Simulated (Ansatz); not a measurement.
# HfN: the cost of one run

Method: DFT PBE, scalar-relativistic, plane waves, PAW, in Ansatz 0.2.0.

1 further run of the same task is left out (set aside as unsound or not needed). Runs told in other sessions of the task aren't counted.

**1. The structure to begin with**

Symmetry: Fm-3m, No. 225, cubic system. The conventional cell has a = 4.548 Å, b = 4.548 Å, c = 4.548 Å, α = 90.00°, β = 90.00°, γ = 90.00°. Hf (site symmetry m-3m) is surrounded by 6 N at 2.27 Å. N (site symmetry m-3m) is surrounded by 6 Hf at 2.27 Å.

As a file:

```cif
data_structure
_symmetry_space_group_name_H-M 'P 1'
_symmetry_Int_Tables_number 1
_cell_length_a 3.2158
_cell_length_b 3.2158
_cell_length_c 3.2158
_cell_angle_alpha 60.000
_cell_angle_beta 60.000
_cell_angle_gamma 60.000
_cell_volume 23.51
loop_
_atom_site_label
_atom_site_type_symbol
_atom_site_fract_x
_atom_site_fract_y
_atom_site_fract_z
_atom_site_occupancy
Hf1 Hf 0.00000 0.00000 0.00000 1
N1 N 0.50000 0.50000 0.50000 1
```

This cell was relaxed beforehand with the same method: volume 11.76 Å³/atom, gap on the mesh none (metal).

Bulk energy on matching settings, from an earlier run: -8054.3442 eV/atom.

**2. The (111) slab**

Miller indices refer to the conventional cell of the relaxed bulk, Fm-3m (No. 225): a = 4.548 Å, b = 4.548 Å, c = 4.548 Å, α = 90.00°, β = 90.00°, γ = 90.00°.

Cut from the relaxed bulk: a (111) slab, 11.8 Å thick as cut, with 15 Å of vacuum; its outer planes are Hf (top) and N (bottom).

The slab as cut. Layers, bottom to top:

| plane | atoms per cell | height over the lowest (Å) |
| --- | --- | --- |
| 1 | N | 0.00 |
| 2 | Hf | 1.31 |
| 3 | N | 2.63 |
| 4 | Hf | 3.94 |
| 5 | N | 5.25 |
| 6 | Hf | 6.56 |
| 7 | N | 7.88 |
| 8 | Hf | 9.19 |
| 9 | N | 10.50 |
| 10 | Hf | 11.82 |

**3. The slab as cut, atoms at the bulk's places**

The cell repeats along c, and a dipole correction in the vacuum removes the field between the copies.

input.yaml reads:

```yaml
crystal:
  lattice:
    - [3.2157753576, 0.0, 0.0]
    - [-1.6078876788, 2.7849431526, 0.0]
    - [0.0, 0.0, 26.8155131304]
  atoms:
    - { symbol: "N", position: [0.3333333333, 0.6666666667, 0.2796888489] }
    - { symbol: Hf, position: [0.6666666667, 0.3333333333, 0.3286468825] }
    - { symbol: "N", position: [0.0, 0.0, 0.3776049161] }
    - { symbol: Hf, position: [0.3333333333, 0.6666666667, 0.4265629496] }
    - { symbol: "N", position: [0.6666666667, 0.3333333333, 0.4755209832] }
    - { symbol: Hf, position: [0.0, 0.0, 0.5244790168] }
    - { symbol: "N", position: [0.3333333333, 0.6666666667, 0.5734370504] }
    - { symbol: Hf, position: [0.6666666667, 0.3333333333, 0.6223950839] }
    - { symbol: "N", position: [0.0, 0.0, 0.6713531175] }
    - { symbol: Hf, position: [0.3333333333, 0.6666666667, 0.7203111511] }
basis:
  ecutwfc: 420
kpoints:
  mp_grid: { grid: [12, 12, 1] }
hamiltonian:
  xc: pbe
scf:
  occupations: { method: gaussian, width: 0.1 }
output:
  forces: true
  stress: true
  eigenvalues: true
  write_density: true
  write_potential: true
  elf: true
  volumetric_format: npy
efield:
  axis: 3
  dipole_correction: true
  ramp_width: 0.04
```

Launch:

```
$ ansatz run input.yaml --threads 1 --pin off --max-ram 2560MiB --backend cpu --events-out ev --progress --plain --runs-dir out
```

Q: Estimate wall time and peak memory on 1 thread of Intel Xeon at 2.70GHz, shared host.

About 82 s, with a peak of 0.65 GiB.
